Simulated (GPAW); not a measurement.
# Cu3O2 (I4/mmm) in GPAW: single point with LDA

Aim: the single point of Cu3O2 with LDA.

Everything below comes from runs of GPAW 26.7.0. Logs are shortened: lines on timing, memory, paths and dates and some standing lists are left out, and cuts for length are marked. The log counts tension as positive stress, the text compression.

## 1. The crystal as given

Symmetry: I4/mmm, No. 139, tetragonal system. Conventional cell: a = 4.046 Å, b = 4.046 Å, c = 7.347 Å, α = 90.00°, β = 90.00°, γ = 90.00°. Cu (site symmetry 4/mmm) is surrounded by 4 O at 2.02 Å. Around Cu (site symmetry -4m2) lie 2 O at 1.84 Å. O (site symmetry mmm) is surrounded by 4 Cu at 1.84 to 2.02 Å.

The cell comes from a database or a generator and needn't be the stable form of this composition.

## 2. Single point, LDA

File run.py:

```python
from ase import Atoms
from ase.dft.bandgap import bandgap
from ase.io import write
from ase.units import GPa
from gpaw import GPAW, PW

atoms = Atoms(['Cu', 'Cu', 'Cu', 'O', 'O'],
              cell=[[-2.022982, 2.022982, 3.673617],
                    [2.022982, -2.022982, 3.673617],
                    [2.022982, 2.022982, -3.673617]],
              scaled_positions=[[0.0, 0.0, 0.0],
                                [0.75, 0.25, 0.5],
                                [0.25, 0.75, 0.5],
                                [0.5, 0.0, 0.5],
                                [0.0, 0.5, 0.5]],
              pbc=True)

calc = GPAW(mode=PW(600),
            xc='LDA',
            kpts={'size': (8, 8, 8), 'gamma': True},
            occupations={'name': 'fermi-dirac', 'width': 0.05},
            nbands=42,
            maxiter=120,
            txt='gpaw.txt')
atoms.calc = calc
energy = atoms.get_potential_energy()
forces = atoms.get_forces()
stress = atoms.get_stress()
calc.write('gs.gpw')
write('result.traj', atoms)
print(f'Energy: {energy:.6f} eV')
print('Forces (eV/A):')
print(forces.round(4))
print('Stress (GPa):', (stress / GPa).round(3))
print('Fermi level:', round(calc.get_fermi_level(), 4), 'eV')
print(f'Gap: {bandgap(calc)[0]:.4f} eV, direct: {bandgap(calc, direct=True)[0]:.4f} eV')
```

Potentials or basis: the program's PAW data sets (release 1.2.1) made for this functional, pw.

Started as:

```bash
> OMP_NUM_THREADS=1 python run.py
```

gpaw.txt:

```text
__  _  _
 | _ |_)|_||  |
 |__||  | ||/\| - 26.7.0

Input parameters:
  mode=PW(ecut=600.0),
  kpts=MonkhorstPack(size=(8, 8, 8), gamma=True),
  maxiter=120,
  nbands=42,
  occupations=Occupations(name='fermi-dirac', width=0.05),
  xc=XC(name='LDA')

Diagonalizing LCAO Hamiltonian
Converting LCAO to pw mode

         Cu
            Cu
         O
       Cu   O

Atoms  # Å, Bohr magnetons
|   | symbol |        x |        y |        z |    initial magnetic moments |
|---|--------|----------|----------|----------|-----------------------------|
| 0 |     Cu | 0.000000 | 0.000000 | 0.000000 | ( 0.0000,  0.0000,  0.0000) |
| 1 |     Cu | 0.000000 | 2.022982 | 1.836809 | ( 0.0000,  0.0000,  0.0000) |
| 2 |     Cu | 2.022982 | 0.000000 | 1.836809 | ( 0.0000,  0.0000,  0.0000) |
| 3 |      O | 0.000000 | 2.022982 | 0.000000 | ( 0.0000,  0.0000,  0.0000) |
| 4 |      O | 2.022982 | 0.000000 | 0.000000 | ( 0.0000,  0.0000,  0.0000) |

Unit cell  # Å
| periodic |         x |         y |         z |  lengths |     angles |
|----------|-----------|-----------|-----------|----------|------------|
|      yes | -2.022982 |  2.022982 |  3.673617 | 4.656219 | 128.497000 |
|      yes |  2.022982 | -2.022982 |  3.673617 | 4.656219 | 128.497000 |
|      yes |  2.022982 |  2.022982 | -3.673617 | 4.656219 |  75.821280 |

Number of symmetries: 16
Symmetry operations  # r_c * U_cc + t_c -> r_c
|    | kind |            matrix            |
|----|------|------------------------------|
|  0 |  σ   |  1, 1, 1,  0, 0,-1,  0,-1, 0 |
|  1 |  C4  |  1, 1, 1,  0, 0,-1, -1, 0, 0 |
|  2 |  E   |  1, 0, 0,  0, 1, 0,  0, 0, 1 |
|  3 |  σ   |  1, 0, 0,  0, 1, 0, -1,-1,-1 |
|  4 |  σ   |  0, 1, 0,  1, 0, 0,  0, 0, 1 |
|  5 |  C2  |  0, 1, 0,  1, 0, 0, -1,-1,-1 |
|  6 |  C2  |  0, 0, 1, -1,-1,-1,  1, 0, 0 |
|  7 |  S4  |  0, 0, 1, -1,-1,-1,  0, 1, 0 |
|  8 |  C4  |  0, 0,-1,  1, 1, 1,  0,-1, 0 |
|  9 |  σ   |  0, 0,-1,  1, 1, 1, -1, 0, 0 |
| 10 |  σ   |  0,-1, 0, -1, 0, 0,  1, 1, 1 |
| 11 |  C2  |  0,-1, 0, -1, 0, 0,  0, 0,-1 |
| 12 |  C2  | -1, 0, 0,  0,-1, 0,  1, 1, 1 |
| 13 |  i   | -1, 0, 0,  0,-1, 0,  0, 0,-1 |
| 14 |  S4  | -1,-1,-1,  0, 0, 1,  1, 0, 0 |
| 15 |  C2  | -1,-1,-1,  0, 0, 1,  0, 1, 0 |

BZ-sampling:
  Number of BZ points: 512
  Number of IBZ points: 59

  Monkhorst-Pack size: [8, 8, 8]
  Monkhorst-Pack shift: [0.0625, 0.0625, 0.0625]

K-points  # in reciprocal-cell coordinates
|     |                                coordinates |     weight |
|-----|--------------------------------------------|------------|
|   0 | (  0.00000000,   0.00000000,   0.00000000) | 0.00195312 |
|   1 | (  0.12500000,  -0.12500000,   0.00000000) | 0.00781250 |
|   2 | (  0.12500000,  -0.12500000,   0.12500000) | 0.00781250 |
|   3 | (  0.12500000,   0.00000000,   0.00000000) | 0.01562500 |
|   4 | (  0.12500000,   0.12500000,  -0.12500000) | 0.00390625 |
|   5 | (  0.25000000,  -0.25000000,   0.00000000) | 0.00781250 |
|   6 | (  0.25000000,  -0.25000000,   0.12500000) | 0.01562500 |
|   7 | (  0.25000000,  -0.25000000,   0.25000000) | 0.00781250 |
|   8 | (  0.25000000,  -0.12500000,   0.00000000) | 0.03125000 |
|   9 | (  0.25000000,  -0.12500000,   0.12500000) | 0.01562500 |
| ... |                                            |            |
|  58 | (  0.50000000,   0.50000000,   0.50000000) | 0.00195312 |

Plane wave coefficients: 2023
Cutoff: 600.0 eV

Spin-components: 1 (collinear spins)
Bands:           42
Projectors:      28
Spin-degeneracy: 2
Datatype:        complex128

Parallelization:
  kpt:    1
  domain: 1
  band:   1

Density:
  Valence electrons: 45.0
  Components: 1
  Grid points: [27 27 27]
  Charge: 0.0  # |e|

Potential:
  Grid points: [27 27 27]

species:
  Cu:
    name:    Copper
    Z:       29.0
    valence: 11
    core:    18
    charge:  0.0  # [|e|]
    compensation charges:
      type: gauss
      rc: 0.33  # [Å]
      lmax: 2
    cutoffs:
      filter: 2.06  # [Å]
      core: 2.43  # [Å]
    projectors
    | kind |    occ | energy [eV] | rcut [Å] |
    |------|--------|-------------|----------|
    |   4s |  1.000 |      -4.857 |    1.164 |
    |   4p |  0.000 |      -0.783 |    1.164 |
    |   3d | 10.000 |      -5.324 |    1.058 |
    |    s |        |      22.354 |    1.164 |
    |    p |        |      26.429 |    1.164 |
    |    d |        |      21.887 |    1.058 |

    Using partial waves for Cu as LCAO basis

  O:
    name:    Oxygen
    Z:       8.0
    valence: 6
    core:    2
    charge:  0.0  # [|e|]
    compensation charges:
      type: gauss
      rc: 0.21  # [Å]
      lmax: 2
    cutoffs:
      filter: 1.17  # [Å]
      core: 0.83  # [Å]
    projectors
    | kind |    occ | energy [eV] | rcut [Å] |
    |------|--------|-------------|----------|
    |   2s |  2.000 |     -23.752 |    0.688 |
    |   2p |  4.000 |      -9.195 |    0.598 |
    |    s |        |       3.459 |    0.688 |
    |    p |        |      18.016 |    0.598 |
    |    d |        |       0.000 |    0.619 |

    Using partial waves for O as LCAO basis

Reference energy: -138909.107279  # eV

eigensolver:
  PPCG
  Converge bands: occupied
  niter=2

density mixing:
  MSR1-Mixer
  Pratt-step length: 0.05
  Maximum mixing coefficient: 0.75
  Old densities: 10
  SVD Regularization: 0.005
  Good broyden scale: 1.0
  Trust region scale: 1.0
  Backstep threshold: 4.0
  History deletion threshold: 6.0
  Fourier metric: weight=20.0, sigma=0.015

occupation numbers:
  Fermi-Dirac:
    width: 0.0500  # eV

poisson solver:
  ecut: 4800.0  # eV

xc functional:
  name: None

convergence criteria:
- Maximum [total energy] change in last 3 cyles: 0.0005 eV / valence electron
- Maximum integral of absolute [dens]ity change: 0.0001 electrons / valence electron
- Maximum integral of absolute [eigenst]ate change: 4e-08 eV^2 / valence electron
maximum number of iterations: 120

SCF iterations
|iter     | |      energy | eigst |  dens |
|---------|-|-------------|-------|-------|
|iter:   1| |  -34.145057 | +0.35 |       |
|iter:   2| |  -31.321187 | -1.48 | -0.90 |
|iter:   3| |  -27.447227 | -0.96 | -1.01 |
|iter:   4| |  -27.398056 | -2.02 | -1.54 |
|iter:   5| |  -27.188306 | -2.46 | -1.57 |
|iter:   6| |  -27.124831 | -3.27 | -1.83 |
|iter:   7| |  -27.121252 | -3.92 | -2.41 |
|iter:   8| |  -27.120935c| -5.20 | -2.92 |
|iter:   9| |  -27.120893c| -5.69 | -3.25 |
|iter:  10| |  -27.120890c| -7.59c| -4.22c|

Converged in 10 steps
Energy contributions relative to reference atoms: (reference = -138909.107279)

Energy contributions:
  Kinetic:         -17.047341
  Coulomb:           8.508463
  Zero:              0.347622
  External:          0.000000
  Xc:              -18.919770
  Entropy:          -0.019728
  Spinorbit:         0.000000
  ----------------------------
  Free energy:     -27.130754
  Extrapolated:    -27.120890

dipole moment: (-4.397676, -4.397676, -28.584289)  # |e|*Ang

Fermi level: 4.548
Eigenvalues  # (at kpt = [0.000, 0.000, 0.000])
| band index |      eig [eV] | occ [0-2] |
|------------|---------------|-----------|
|          0 |       -14.282 |     2.000 |
|        ... |               |           |
|         14 |         2.377 |     2.000 |
|         15 |         2.412 |     2.000 |
|         16 |         2.674 |     2.000 |
|         17 |         2.674 |     2.000 |
|         18 |         2.925 |     2.000 |
|         19 |         3.092 |     2.000 |
|         20 |         3.800 |     2.000 |
|         21 |         3.800 |     2.000 |
|         22 |         4.937 |     0.001 |
|         23 |         5.035 |     0.000 |
|         24 |         9.705 |     0.000 |
|         25 |         9.705 |     0.000 |
|         26 |        11.341 |     0.000 |
|         27 |        11.849 |     0.000 |
|         28 |        15.500 |     0.000 |
|         29 |        15.531 |     0.000 |
|        ... |               |           |
|         41 |        28.272 |     0.000 |

No gap
No difference between direct/indirect transitions

Forces  # eV/Ang
|        x |        y |        z |
|----------|----------|----------|
|  0.00000 | -0.00000 | -0.00000 |  # Cu   0
| -0.00000 |  0.00000 |  0.00000 |  # Cu   1
|  0.00000 | -0.00000 | -0.00000 |  # Cu   2
| -0.00000 |  0.00000 |  0.00000 |  # O    3
| -0.00000 |  0.00000 |  0.00000 |  # O    4

Stress tensor  # eV/Ang^3
|        x |        y |        z |
|----------|----------|----------|
| 0.070508 | 0.000000 | 0.000000 |
| 0.000000 | 0.070508 | 0.000000 |
| 0.000000 | 0.000000 | 0.104072 |

# Writing to gs.gpw (mode='')
```

Run time: 2.3 min. Hardware: 1 thread of Arm Neoverse V1, shared host; peak memory 0.26 GiB.

Results:

```
Free energy            : -27.1308 eV
Pressure               : -13.1 GPa
Band gap on the k mesh : none (metal or under the smearing width)
```

Levels at points of the mesh, in eV from the Fermi level:
```
           k point  band 21  band 22  band 23  band 24  band 25  band 26
(0.00, 0.00, 0.00)    -0.75    -0.75     0.39     0.49     5.16     5.16
(0.50, 0.00, 0.50)    -0.87    -0.51    -0.20     2.86     3.24     8.09
(0.50, 0.50, 0.00)    -0.39    -0.22     0.54     1.28     3.61     3.68
(0.50, 0.50, 0.50)    -1.27    -0.26    -0.26     3.26     4.67     6.31
```

Caveat: with this Cu data set, volumes or pressures lay over 1.5 % or 2 GPa off other programs in two to four cells of ten; the cutoff is short for stress and forces, so pressures can be off by a GPa or more; an odd number of electrons without spin polarisation forces a metal; a magnetic or distorted state may lie lower; the run has no spin polarisation, though such a crystal can be magnetic; semilocal functionals often make such compounds metallic where correlation or magnetic order opens a gap, which also shifts bond lengths.
